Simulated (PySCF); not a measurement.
# TaF4: how settings move a single point

Aim: repeat the single point on relaxed TaF4 with altered settings, some of them bad on purpose. The structure is generated, not taken from experiment.

The runs use PySCF 2.14.0; PBE0, Ta def2-SVP with ECP60, F def2-SVP; scalar-relativistic core potentials, no spin–orbit coupling.

1 further run of the same task is left out (for a known fault of the program).

### Step 1. The system as given

5 atoms, charge 0, spin multiplicity 2.

Bond lengths: Ta1–F2 1.870 Å, Ta1–F3 1.870 Å, Ta1–F4 1.870 Å, Ta1–F5 1.870 Å. Angles: F2–Ta1–F3 96.9°, F2–Ta1–F4 139.6°, F2–Ta1–F5 96.9°, F3–Ta1–F4 96.9°, F3–Ta1–F5 139.6°, F4–Ta1–F5 96.9°.

Geometry (Å):

```
Ta    0.0000    0.0000    0.0000
F     1.7548    0.0000   -0.6464
F     0.0000    1.7548    0.6464
F    -1.7548    0.0000   -0.6464
F     0.0000   -1.7548    0.6464
```

Formal oxidation states: Ta +4. An earlier session relaxed this geometry at PBE0, Ta def2-SVP with ECP60, F def2-SVP (doublet, point group D2d).

The sound run used a (50, 194) grid (finer on f atoms), a threshold of 1e-8 and at most 55 cycles, and ended at -455.932516 Eh.

### Step 2. Altered run 1

Input file run.py (the lines that set the calculation):

```python
mol = gto.M(atom='''
Ta     0.00000     0.00000     0.00000
F      1.75483     0.00000    -0.64641
F      0.00000     1.75483     0.64641
F     -1.75483     0.00000    -0.64641
F      0.00000    -1.75483     0.64641''',
    basis={'Ta': 'def2-SVP', 'F': 'def2-SVP'},
    ecp={'Ta': 'def2-SVP'},
    charge=0, spin=1)
mf = dft.UKS(mol, xc='PBE0')
mf.grids.atom_grid = (50, 194)
mf = mf.density_fit()  # fitting sets: Ta def2-universal-JKFIT, F def2-universal-JKFIT
mf.conv_tol = 1e-06; mf.max_cycle = 55
mf.kernel(dm0)  # dm0: free metal ions and neutral atoms
```

Run with:

```console
> OMP_NUM_THREADS=2 python run.py
```

Standard output:

```text
init E= -467.176593554766
  HOMO = -0.141977252703  LUMO = -0.112148353588  gap/eV = 0.81169
cycle= 1 E= -455.46429996351  delta_E= 11.7  |g|= 1.24  |ddm|= 2.18
  HOMO = -0.182451982481  LUMO = -0.0648631262519  gap/eV = 3.19976
cycle= 2 E= -454.922733871449  delta_E= 0.542  |g|= 1.71  |ddm|= 1.63
  HOMO = -0.265496503803  LUMO = -0.128982074902  gap/eV = 3.71475
cycle= 3 E= -455.92797618997  delta_E= -1.01  |g|= 0.0977  |ddm|= 1.12
  HOMO = -0.234854539224  LUMO = -0.092738804824  gap/eV = 3.86717
cycle= 4 E= -455.931594578278  delta_E= -0.00362  |g|= 0.0425  |ddm|= 0.152
  HOMO = -0.246142051335  LUMO = -0.100865120982  gap/eV = 3.95319
cycle= 5 E= -455.932509404056  delta_E= -0.000915  |g|= 0.0019  |ddm|= 0.0583
  HOMO = -0.246068589059  LUMO = -0.100147630256  gap/eV = 3.97071
cycle= 6 E= -455.932515538802  delta_E= -6.13e-06  |g|= 0.000545  |ddm|= 0.00756
  HOMO = -0.246054824843  LUMO = -0.100018170388  gap/eV = 3.97386
cycle= 7 E= -455.932515931823  delta_E= -3.93e-07  |g|= 0.000107  |ddm|= 0.002
  HOMO = -0.24604046221  LUMO = -0.100016340337  gap/eV = 3.97352
Extra cycle  E= -455.932515944776  delta_E= -1.3e-08  |g|= 4.25e-05  |ddm|= 0.000245
converged SCF energy = -455.932515944776  <S^2> = 0.75144078  2S+1 = 2.0014403
```

Wall time 2.7 s (2 threads of Arm Neoverse V2, shared host).

Changed: the SCF threshold (1e-06). It converges in 7 cycles, at the sound run's energy within 0.001 eV, with a largest force component of 0.00 eV/Å. The result survives the change.

### Step 3. Altered run 2

Input file run.py (the lines that set the calculation):

```python
mol = gto.M(atom='''
Ta     0.00000     0.00000     0.00000
F      1.84257     0.00000    -0.67873
F      0.00000     1.84257     0.67873
F     -1.84257     0.00000    -0.67873
F      0.00000    -1.84257     0.67873''',
    basis={'Ta': 'def2-SVP', 'F': 'def2-SVP'},
    ecp={'Ta': 'def2-SVP'},
    charge=0, spin=1)
mf = dft.UKS(mol, xc='PBE0')
mf.grids.atom_grid = (50, 194)
mf = mf.density_fit()  # fitting sets: Ta def2-universal-JKFIT, F def2-universal-JKFIT
mf.conv_tol = 1e-08; mf.max_cycle = 55
mf.kernel(dm0)  # dm0: free metal ions and neutral atoms
```

Run with:

```console
> OMP_NUM_THREADS=2 python run.py
```

Standard output:

```text
init E= -466.994785413343
  HOMO = -0.162275900317  LUMO = -0.131435232536  gap/eV = 0.83922
cycle= 1 E= -455.345264136232  delta_E= 11.6  |g|= 1.35  |ddm|= 2.18
  HOMO = -0.176674260695  LUMO = -0.0630069595352  gap/eV = 3.09304
cycle= 2 E= -454.618695004126  delta_E= 0.727  |g|=  1.9  |ddm|= 1.84
  HOMO = -0.288383328504  LUMO = -0.148958128299  gap/eV = 3.79395
cycle= 3 E= -455.908722510042  delta_E= -1.29  |g|= 0.094  |ddm|= 1.28
  HOMO = -0.258303941039  LUMO = -0.109241169186  gap/eV = 4.05620
cycle= 4 E= -455.911455843948  delta_E= -0.00273  |g|= 0.0557  |ddm|= 0.154
  HOMO = -0.272631891639  LUMO = -0.121002272337  gap/eV = 4.12605
cycle= 5 E= -455.913054206381  delta_E= -0.0016  |g|= 0.00213  |ddm|= 0.0683
  HOMO = -0.272476059882  LUMO = -0.120050495856  gap/eV = 4.14771
cycle= 6 E= -455.913063513505  delta_E= -9.31e-06  |g|= 0.000711  |ddm|= 0.00928
  HOMO = -0.272515510778  LUMO = -0.119972742779  gap/eV = 4.15090
cycle= 7 E= -455.913064117413  delta_E= -6.04e-07  |g|= 0.000142  |ddm|= 0.00243
  HOMO = -0.272506626001  LUMO = -0.119975527325  gap/eV = 4.15058
cycle= 8 E= -455.913064145781  delta_E= -2.84e-08  |g|= 6.71e-05  |ddm|= 0.000482
  HOMO = -0.272494895521  LUMO = -0.119974580439  gap/eV = 4.15029
cycle= 9 E= -455.913064149427  delta_E= -3.65e-09  |g|= 1.53e-05  |ddm|= 0.000134
  HOMO = -0.272500560172  LUMO = -0.119980620411  gap/eV = 4.15028
Extra cycle  E= -455.913064149241  delta_E= 1.87e-10  |g|= 2.93e-05  |ddm|= 4.11e-05
converged SCF energy = -455.913064149241  <S^2> = 0.75178911  2S+1 = 2.0017883
```

Wall time 2.9 s (2 threads of Arm Neoverse V2, shared host).

Changed: the scale of all coordinates (1.05). It converges in 9 cycles, +0.529 eV from the sound run, with a largest force component of 2.48 eV/Å. The setting is unsound, so these numbers aren't the compound's.

### Step 4. Altered run 3

Input file run.py (the lines that set the calculation):

```python
mol = gto.M(atom='''
Ta     0.00000     0.00000     0.00000
F      1.75483     0.00000    -0.64641
F      0.00000     1.75483     0.64641
F     -1.75483     0.00000    -0.64641
F      0.00000    -1.75483     0.64641''',
    basis={'Ta': 'def2-SVP', 'F': 'def2-SVP'},
    ecp={'Ta': 'def2-SVP'},
    charge=0, spin=1)
mf = dft.UKS(mol, xc='PBE0')
mf.grids.atom_grid = (50, 194)
mf = mf.density_fit()  # fitting sets: Ta def2-universal-JKFIT, F def2-universal-JKFIT
mf.conv_tol = 1e-08; mf.max_cycle = 98
mf.kernel(dm0)  # dm0: core Hamiltonian
```

Run with:

```console
> OMP_NUM_THREADS=2 python run.py
```

Standard output:

```text
init E= -430.694746890188
  HOMO = 0.269744499187  LUMO = 0.273016563314  gap/eV = 0.08904
cycle= 1 E= -411.724384995046  delta_E=   19  |g|= 6.57  |ddm|=   20
  HOMO = -0.685144839816  LUMO = -0.684054195907  gap/eV = 0.02968
cycle= 2 E= -422.66075826562  delta_E= -10.9  |g|= 7.51  |ddm|= 20.1
  HOMO = -0.638073886449  LUMO = -0.618546108572  gap/eV = 0.53138
cycle= 3 E= -451.944429765425  delta_E= -29.3  |g|= 3.28  |ddm|= 6.81
  HOMO = -0.0722170086682  LUMO = -0.0659711131393  gap/eV = 0.16996
cycle= 4 E= -454.500494026076  delta_E= -2.56  |g|= 1.74  |ddm|= 2.47
  HOMO = -0.38064868889  LUMO = -0.341343753936  gap/eV = 1.06954
cycle= 5 E= -455.7078837666  delta_E= -1.21  |g|= 0.84  |ddm|= 2.38
  HOMO = -0.271636665885  LUMO = -0.0982966317226  gap/eV = 4.71682
cycle= 6 E= -455.911372371807  delta_E= -0.203  |g|= 0.246  |ddm|= 0.482
  HOMO = -0.252704593197  LUMO = -0.0906866658952  gap/eV = 4.40873
cycle= 7 E= -455.922021002069  delta_E= -0.0106  |g|= 0.173  |ddm|= 0.213
  HOMO = -0.248426461017  LUMO = -0.0974233434206  gap/eV = 4.10900
cycle= 8 E= -455.932459519926  delta_E= -0.0104  |g|= 0.0094  |ddm|= 0.112
  HOMO = -0.246498047079  LUMO = -0.100270142824  gap/eV = 3.97906
cycle= 9 E= -455.93251146024  delta_E= -5.19e-05  |g|= 0.00233  |ddm|= 0.0148
  HOMO = -0.245913307246  LUMO = -0.0999368951334  gap/eV = 3.97222
cycle= 10 E= -455.932515527937  delta_E= -4.07e-06  |g|= 0.000724  |ddm|= 0.00476
  HOMO = -0.246022924677  LUMO = -0.100005742337  gap/eV = 3.97333
cycle= 11 E= -455.932515923069  delta_E= -3.95e-07  |g|= 0.000179  |ddm|= 0.00128
  HOMO = -0.246042477146  LUMO = -0.100023732204  gap/eV = 3.97337
cycle= 12 E= -455.932515944345  delta_E= -2.13e-08  |g|= 5.47e-05  |ddm|= 0.000255
  HOMO = -0.246045079594  LUMO = -0.100027078432  gap/eV = 3.97335
cycle= 13 E= -455.932515947248  delta_E= -2.9e-09  |g|= 1.51e-05  |ddm|= 0.000116
  HOMO = -0.246039699873  LUMO = -0.100020242984  gap/eV = 3.97339
Extra cycle  E= -455.932515947177  delta_E= 7.12e-11  |g|= 2.44e-05  |ddm|= 3.59e-05
converged SCF energy = -455.932515947177  <S^2> = 0.75143518  2S+1 = 2.0014347
```

Wall time 3.2 s (2 threads of Arm Neoverse V2, shared host).

Changed: the starting guess (bare core Hamiltonian); the cycle limit is 98. It converges in 13 cycles, at the sound run's energy within 0.001 eV, with a largest force component of 0.00 eV/Å. The result survives the change.

### Step 5. Altered run 4

run.py (the lines that set the calculation): that of step 4 with these lines changed.

```diff
@@ -10,5 +10,5 @@
 mf = dft.UKS(mol, xc='PBE0')
-mf.grids.atom_grid = (50, 194)
+mf.grids.atom_grid = (40, 110)
 mf = mf.density_fit()  # fitting sets: Ta def2-universal-JKFIT, F def2-universal-JKFIT
-mf.conv_tol = 1e-08; mf.max_cycle = 98
-mf.kernel(dm0)  # dm0: core Hamiltonian
+mf.conv_tol = 1e-08; mf.max_cycle = 55
+mf.kernel(dm0)  # dm0: free metal ions and neutral atoms
```

Run with:

```console
> OMP_NUM_THREADS=2 python run.py
```

Standard output:

```text
init E= -467.176228091905
  HOMO = -0.141972969998  LUMO = -0.112150704215  gap/eV = 0.81151
cycle= 1 E= -455.463910993616  delta_E= 11.7  |g|= 1.24  |ddm|= 2.18
  HOMO = -0.182622475851  LUMO = -0.0649891394063  gap/eV = 3.20097
cycle= 2 E= -454.922571297081  delta_E= 0.541  |g|= 1.71  |ddm|= 1.63
  HOMO = -0.265576736698  LUMO = -0.129063000945  gap/eV = 3.71473
cycle= 3 E= -455.927408764006  delta_E=   -1  |g|= 0.0978  |ddm|= 1.12
  HOMO = -0.234934764446  LUMO = -0.0928071570819  gap/eV = 3.86749
cycle= 4 E= -455.93103564176  delta_E= -0.00363  |g|= 0.0424  |ddm|= 0.152
  HOMO = -0.246223833012  LUMO = -0.100929828573  gap/eV = 3.95365
cycle= 5 E= -455.931949632193  delta_E= -0.000914  |g|= 0.0019  |ddm|= 0.0583
  HOMO = -0.246153177217  LUMO = -0.100214987718  gap/eV = 3.97118
cycle= 6 E= -455.931955742699  delta_E= -6.11e-06  |g|= 0.000543  |ddm|= 0.00754
  HOMO = -0.24613946189  LUMO = -0.100086138797  gap/eV = 3.97431
cycle= 7 E= -455.931956131981  delta_E= -3.89e-07  |g|= 0.000107  |ddm|= 0.00198
  HOMO = -0.246132011555  LUMO = -0.100086880576  gap/eV = 3.97409
cycle= 8 E= -455.931956146279  delta_E= -1.43e-08  |g|= 3.71e-05  |ddm|= 0.00034
  HOMO = -0.246126062576  LUMO = -0.10008857056  gap/eV = 3.97388
cycle= 9 E= -455.931956147485  delta_E= -1.21e-09  |g|= 8.04e-06  |ddm|= 8.45e-05
  HOMO = -0.246129015749  LUMO = -0.100091701235  gap/eV = 3.97388
Extra cycle  E= -455.931956147458  delta_E= 2.72e-11  |g|= 1.33e-05  |ddm|= 2.05e-05
converged SCF energy = -455.931956147458  <S^2> = 0.75143537  2S+1 = 2.0014349
```

Run time: 2.3 s. Hardware: 2 threads of Arm Neoverse V2, shared host.

Changed: the integration grid, to (40, 110). It converges in 9 cycles, +0.015 eV from the sound run, with a largest force component of 0.07 eV/Å. The setting is unsound, so these numbers aren't the compound's.

### Step 6. Altered run 5

run.py (the lines that set the calculation): that of step 5 with these lines changed.

```diff
@@ -10,5 +10,5 @@
 mf = dft.UKS(mol, xc='PBE0')
-mf.grids.atom_grid = (40, 110)
+mf.grids.atom_grid = (50, 194)
 mf = mf.density_fit()  # fitting sets: Ta def2-universal-JKFIT, F def2-universal-JKFIT
 mf.conv_tol = 1e-08; mf.max_cycle = 55
-mf.kernel(dm0)  # dm0: free metal ions and neutral atoms
+mf.kernel(dm0)  # dm0: smeared density
```

Run with:

```console
> OMP_NUM_THREADS=2 python run.py
```

Standard output:

```text
init E= -455.909740187048
  HOMO = -0.236272002034  LUMO = -0.104419170212  gap/eV = 3.58790
cycle= 1 E= -455.932462878946  delta_E= -0.0227  |g|= 0.00784  |ddm|= 0.144
  HOMO = -0.24669080594  LUMO = -0.101271853917  gap/eV = 3.95705
cycle= 2 E= -455.93250766009  delta_E= -4.48e-05  |g|= 0.0038  |ddm|= 0.0219
  HOMO = -0.245537661361  LUMO = -0.0998330559449  gap/eV = 3.96482
cycle= 3 E= -455.932511585308  delta_E= -3.93e-06  |g|= 0.00315  |ddm|= 0.00676
  HOMO = -0.24592326616  LUMO = -0.100050078271  gap/eV = 3.96941
cycle= 4 E= -455.932515493452  delta_E= -3.91e-06  |g|= 0.00101  |ddm|= 0.00329
  HOMO = -0.246077753107  LUMO = -0.100090146758  gap/eV = 3.97253
cycle= 5 E= -455.932515927042  delta_E= -4.34e-07  |g|= 0.000136  |ddm|= 0.00131
  HOMO = -0.246046049112  LUMO = -0.100028542487  gap/eV = 3.97334
cycle= 6 E= -455.932515946752  delta_E= -1.97e-08  |g|= 2.31e-05  |ddm|= 0.000426
  HOMO = -0.246043179113  LUMO = -0.10002265498  gap/eV = 3.97342
cycle= 7 E= -455.9325159474  delta_E= -6.49e-10  |g|= 4.19e-06  |ddm|= 8.91e-05
  HOMO = -0.246042585177  LUMO = -0.100022366624  gap/eV = 3.97341
Extra cycle  E= -455.932515947424  delta_E= -2.32e-11  |g|= 1.72e-06  |ddm|= 1.23e-05
converged SCF energy = -455.932515947424  <S^2> = 0.7514357  2S+1 = 2.0014352
```

Wall time 2.7 s (2 threads of Arm Neoverse V2, shared host).

Changed: the starting guess (smeared density). It converges in 7 cycles, at the sound run's energy within 0.001 eV, with a largest force component of 0.00 eV/Å. The result survives the change.

### Step 7. Altered run 6

run.py (the lines that set the calculation): that of step 6 with these lines changed.

```diff
@@ -10,5 +10,5 @@
 mf = dft.UKS(mol, xc='PBE0')
-mf.grids.atom_grid = (50, 194)
+mf.grids.atom_grid = (15, 26)
 mf = mf.density_fit()  # fitting sets: Ta def2-universal-JKFIT, F def2-universal-JKFIT
 mf.conv_tol = 1e-08; mf.max_cycle = 55
-mf.kernel(dm0)  # dm0: smeared density
+mf.kernel(dm0)  # dm0: free metal ions and neutral atoms
```

Run with:

```console
> OMP_NUM_THREADS=2 python run.py
```

Standard output:

```text
init E= -467.152165772571
  HOMO = -0.141676272079  LUMO = -0.111197982155  gap/eV = 0.82936
cycle= 1 E= -455.442564156607  delta_E= 11.7  |g|= 1.25  |ddm|= 2.19
  HOMO = -0.178476246678  LUMO = -0.0591730388099  gap/eV = 3.24641
cycle= 2 E= -454.894580008062  delta_E= 0.548  |g|= 1.72  |ddm|= 1.67
  HOMO = -0.266454636826  LUMO = -0.126269616164  gap/eV = 3.81463
cycle= 3 E= -455.921011696047  delta_E= -1.03  |g|= 0.0942  |ddm|= 1.14
  HOMO = -0.236337128733  LUMO = -0.0899770172489  gap/eV = 3.98266
cycle= 4 E= -455.924319514506  delta_E= -0.00331  |g|= 0.0432  |ddm|= 0.148
  HOMO = -0.248050598355  LUMO = -0.0986219434386  gap/eV = 4.06616
cycle= 5 E= -455.92527645935  delta_E= -0.000957  |g|= 0.00231  |ddm|= 0.0599
  HOMO = -0.24795072011  LUMO = -0.0977278097268  gap/eV = 4.08777
cycle= 6 E= -455.925286861096  delta_E= -1.04e-05  |g|= 0.000587  |ddm|= 0.0104
  HOMO = -0.247944602245  LUMO = -0.0976080751905  gap/eV = 4.09087
cycle= 7 E= -455.925287368166  delta_E= -5.07e-07  |g|= 0.000117  |ddm|= 0.00247
  HOMO = -0.247937773941  LUMO = -0.0976145269424  gap/eV = 4.09050
cycle= 8 E= -455.925287382302  delta_E= -1.41e-08  |g|= 4.42e-05  |ddm|= 0.000319
  HOMO = -0.247930156963  LUMO = -0.0976151935696  gap/eV = 4.09028
cycle= 9 E= -455.925287384004  delta_E= -1.7e-09  |g|= 1.07e-05  |ddm|= 0.000101
  HOMO = -0.247934143592  LUMO = -0.0976193308866  gap/eV = 4.09027
Extra cycle  E= -455.925287383953  delta_E= 5.2e-11  |g|= 1.81e-05  |ddm|= 2.72e-05
converged SCF energy = -455.925287383953  <S^2> = 0.75126413  2S+1 = 2.0012637
```

It took 2 s on 2 threads of Arm Neoverse V2, shared host.

Changed: the integration grid, to (15, 26). It converges in 9 cycles, +0.197 eV from the sound run, with a largest force component of 0.75 eV/Å. The setting is unsound, so these numbers aren't the compound's.

### Step 8. Side by side

| run | changed | ending | energy change (eV) | cycles | time | usable |
| --- | --- | --- | --- | --- | --- | --- |
| 1 | the SCF threshold | converged | 0.000 | 7 | 2.7 s | yes |
| 2 | the scale of all coordinates | converged | +0.529 | 9 | 2.9 s | no |
| 3 | the starting guess | converged | 0.000 | 13 | 3.2 s | yes |
| 4 | the integration grid | converged | +0.015 | 9 | 2.3 s | no |
| 5 | the starting guess | converged | 0.000 | 7 | 2.7 s | yes |
| 6 | the integration grid | converged | +0.197 | 9 | 2 s | no |

3 of 6 altered runs give a usable result. 3 ended normally with numbers unfit to quote.
